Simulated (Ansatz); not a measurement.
**GeH2S (SMILES [SH][GeH]) at 6 levels**

We compute a comparison of 6 runs (UHF/STO-3G, B2PLYP/STO-3G, BHLYP/STO-3G, wB97M-V/STO-3G, RPA@PBE/STO-3G, CCSD(T)/STO-3G) of GeH2S. 

The calculation is run with Ansatz 0.2.0.

51 further runs of the same task are left out: 3 that didn't finish, 48 set aside as unsound or not needed.

## (1) The structure to begin with

GeH2S: 4 atoms, total charge 0, spin state singlet. SMILES: `[SH][GeH]`. The H3–S1 distance was set to 2.013 Å, away from the relaxed value. At this shape a bond of the SMILES string is far longer than usual.

Bond lengths: S1–Ge2 2.225 Å, Ge2–H4 1.595 Å. Angles: S1–Ge2–H4 93.7°. A long bond or contact: S1–H3 2.013 Å.

## (2) A single-point energy at UHF/STO-3G (run 1)

Contents of in.yaml:

```yaml
basis:
  gaussian: {orbitals: STO-3G}
crystal:
  periodic: [false, false, false]
  atoms:
    - symbol: S
      position_ang: [-1.054569, -1.321654, 0.021942]
    - symbol: Ge
      position_ang: [-1.452969, 0.618046, -0.993358]
    - symbol: H
      position_ang: [0.779200, -0.962100, 0.771200]
    - symbol: H
      position_ang: [-0.050069, 1.246046, -0.569158]
magnetization: {spin_polarized: true}
hamiltonian: {xc: hf}
accuracy: high
```

The run is started by

```console
$ ansatz run in.yaml --threads 1 --pin off --max-ram 2610MiB --events-out events.jsonl --progress --plain --runs-dir runs
```

What it wrote:

```text
Warning: RAYON_NUM_THREADS=1 ignored (pool sized by the plan → 1); use --threads N
Functional definition: HF
  name "HF"
  exchange = exact_x
  correlation = 0
421 factors; integrals over basis functions are off by at most 1.4e-8 eV
mean field evaluation 1: about -66555.8579 eV, gradient 7.9e0 eV
mean field evaluation 2: about -66555.8793 eV, gradient 7.9e0 eV
mean field evaluation 4: about -66556.6146 eV, gradient 7.6e-1 eV
mean field evaluation 8: about -66556.6270 eV, gradient 1.3e-6 eV
mean field evaluation 16: about -66557.5945 eV, gradient 5.1e-3 eV
mean field evaluation 32: about -66557.5803 eV, gradient 1.1e-4 eV
mean field evaluation 64: about -66555.4933 eV, gradient 5.9e0 eV
mean field evaluation 96: about -66556.6269 eV, gradient 9.0e-2 eV
mean field -66557.58033859 eV, -2445.9459630950 hartree, gradient 1.7e-8 eV, S^2 0.684504; 6 other end points of the search recorded, 0 dependent functions left out
reference -66557.58033859 eV, -2445.9459630950 hartree; 25, 25 occupied and 4, 4 virtual orbitals, 421 factors
Total energy: -66557.58033859 eV, -2445.9459630950 hartree
```

Run time: 0.74 s. Hardware: 1 thread of Arm Neoverse V1, shared host.

## (3) A single-point energy at B2PLYP/STO-3G (run 2)

Contents of job.yaml:

```yaml
crystal:
  periodic: [false, false, false]
  atoms:
    - {symbol: S, position_ang: [-1.054569, -1.321654, 0.021942]}
    - {symbol: Ge, position_ang: [-1.452969, 0.618046, -0.993358]}
    - {symbol: H, position_ang: [0.779200, -0.962100, 0.771200]}
    - {symbol: H, position_ang: [-0.050069, 1.246046, -0.569158]}
basis:
  gaussian: {orbitals: STO-3G}
magnetization: {spin_polarized: false}
hamiltonian: {xc: {name: B2PLYP}}
correlation: {frozen_orbitals: {Ge: 9, H: 0, S: 5}}
accuracy: high
```

The run is started by

```console
$ ansatz run job.yaml --threads 1 --pin off --max-ram 2610MiB --events-out events.jsonl --progress --plain --runs-dir runs
```

What it wrote, shortened:

```text
Warning: RAYON_NUM_THREADS=1 ignored (pool sized by the plan → 1); use --threads N
Functional definition: B2PLYP
  name "B2PLYP"
[...]
421 factors; integrals over basis functions are off by at most 1.4e-8 eV
[...]
mean field -66595.64287583 eV, -2447.3447355387 hartree, gradient 6.6e-8 eV, S^2 0.000000; 0 other end points of the search recorded, 0 dependent functions left out; unrestricted orbitals would lower it
14 core orbitals not correlated: weight in the atoms' cores, before any rotation towards them, 1.000 or more for the frozen orbitals, at most 0.000 for the correlated occupied ones
reference -66595.64289361 eV, -2447.3447361922 hartree; 11, 11 occupied and 4, 4 virtual orbitals, 421 factors
second order -3.70885888 eV of doubles, -0.00000000 eV of singles
Total energy: -66596.64428551 eV, -2447.3815366657 hartree
```

Run time: 2 s. Hardware: 1 thread of Arm Neoverse V1, shared host; peak memory 0.1 GiB.

Run 3 isn't shown in full; the table further down has it.

## (4) A single-point energy at wB97M-V/STO-3G (run 4)

Contents of molecule.yaml:

```yaml
crystal:
  periodic: [false, false, false]
  atoms:
    - symbol: S
      position_ang: [-1.054569, -1.321654, 0.021942]
    - symbol: Ge
      position_ang: [-1.452969, 0.618046, -0.993358]
    - symbol: H
      position_ang: [0.779200, -0.962100, 0.771200]
    - symbol: H
      position_ang: [-0.050069, 1.246046, -0.569158]
basis:
  gaussian:
    orbitals: STO-3G
hamiltonian:
  xc: {name: wB97M-V}
accuracy: high
```

The run is started by

```console
$ ansatz run molecule.yaml --threads 1 --pin off --max-ram 2610MiB --events-out events.jsonl --progress --plain --runs-dir runs
```

What it wrote, shortened:

```text
Warning: RAYON_NUM_THREADS=1 ignored (pool sized by the plan → 1); use --threads N
Functional definition: wB97M-V
  name "wB97M-V"
[...]
  gx(w, u) = 1 - cx + cx01*u + cx10*w
  gss(w, u) = css00 + css04*u^4 + css10*w + css20*w^2 + css43*w^4*u^3
  gos(w, u) = cos00 + cos10*w + (cos20 + cos21*u)*w^2 + (cos60 + cos61*u)*w^6
[...]
      + integral(e_c_pw_mod_opposite_spin*gos(b97_w_opposite, b97_u_opposite)) + vv10(b, c)
421 factors; integrals over basis functions are off by at most 1.4e-8 eV
134 factors; integrals over basis functions are off by at most 8.2e-10 eV
[...]
mean field -66612.79505597 eV, -2447.9750665329 hartree, gradient 2.3e-8 eV, S^2 0.000000; 0 other end points of the search recorded, 0 dependent functions left out
reference -66612.79505838 eV, -2447.9750666213 hartree; 25, 25 occupied and 4, 4 virtual orbitals, 421 factors
Total energy: -66612.79505838 eV, -2447.9750666213 hartree
```

It took 25 s on 1 thread of Arm Neoverse V1, shared host; peak memory 0.28 GiB.

Run 5 isn't shown in full; the table further down has it.

## (5) The energy at CCSD(T)/STO-3G (run 6)

Contents of input.yaml:

```yaml
crystal:
  periodic: [false, false, false]
  atoms:
    - {symbol: S, position_ang: [-1.054569, -1.321654, 0.021942]}
    - {symbol: Ge, position_ang: [-1.452969, 0.618046, -0.993358]}
    - {symbol: H, position_ang: [0.779200, -0.962100, 0.771200]}
    - {symbol: H, position_ang: [-0.050069, 1.246046, -0.569158]}
basis:
  gaussian:
    orbitals: STO-3G
correlation:
  method: ccsd_t
  frozen_orbitals: {Ge: 9, H: 0, S: 5}
accuracy: high
scf:
  omitted_lower_state_checks: [cluster_reference, increment]
```

The run is started by

```console
$ ansatz run input.yaml --threads 1 --pin off --max-ram 2610MiB --events-out events.jsonl --progress --plain --runs-dir runs
```

What it wrote, shortened:

```text
Warning: RAYON_NUM_THREADS=1 ignored (pool sized by the plan → 1); use --threads N
Functional definition: HF
  name "HF"
[...]
421 factors; integrals over basis functions are off by at most 1.4e-8 eV
[...]
mean field -66556.62699925 eV, -2445.9109285202 hartree, gradient 5.8e-8 eV, S^2 0.000000; 0 other end points of the search recorded, 0 dependent functions left out; unrestricted orbitals would lower it
14 core orbitals not correlated: weight in the atoms' cores, before any rotation towards them, 1.000 or more for the frozen orbitals, at most 0.000 for the correlated occupied ones
reference -66556.62699925 eV, -2445.9109285202 hartree; 11, 11 occupied and 4, 4 virtual orbitals, 421 factors
second order -2.42241822 eV of doubles, -0.00000000 eV of singles
cycle   1  -3.06999140 eV  change   -6.5e-1 eV  update   1.3e-1
[...]
cycle  27  -3.67851320 eV  change    1.5e-9 eV  update   1.3e-9
perturbative correction -0.10072907 eV, -0.0037017251 hartree
Total energy: -66560.40624152 eV, -2446.0498131120 hartree
Checks for a lower state left out: cluster_reference, increment
```

It took 0.32 s on 1 thread of Arm Neoverse V1, shared host.

## (6) The series

```tsv
run	level	frozen core orbitals	energy (Eh)	wall time
1	UHF/STO-3G	–	-2445.945963	0.74 s
2	B2PLYP/STO-3G	14	-2447.381537	2 s
3	BHLYP/STO-3G	–	-2447.937265	1.5 s
4	wB97M-V/STO-3G	–	-2447.975067	25 s
5	RPA@PBE/STO-3G	14	-2446.081278	4.2 s
6	CCSD(T)/STO-3G	14	-2446.049813	0.32 s
```

## (7) Results

```
                                           quantity           value
                                run 6: total energy  -2446.04981 Eh
run 6: correlation energy (14 core orbitals frozen)      -138.9 mEh
                              run 6: (T) correction       -3.70 mEh
                               run 6: T1 diagnostic           0.023
```

What this shows: Totals of different functionals can't be ranked against each other. In runs 2, 6 the log says that unrestricted orbitals would lower the reference, so the values rest on an unstable closed-shell determinant (other closed-shell runs at this shape may share the fault). In runs 1, 2, 3, 4, 5, 6 the basis is minimal, so the values are rough. Spin contamination of the reference: run 1 ⟨S²⟩ = 0.68. Where it is this large, the reference is a mixture of spin states, and values that rest on it are in doubt. All runs together took 34 s, the longest 25 s.
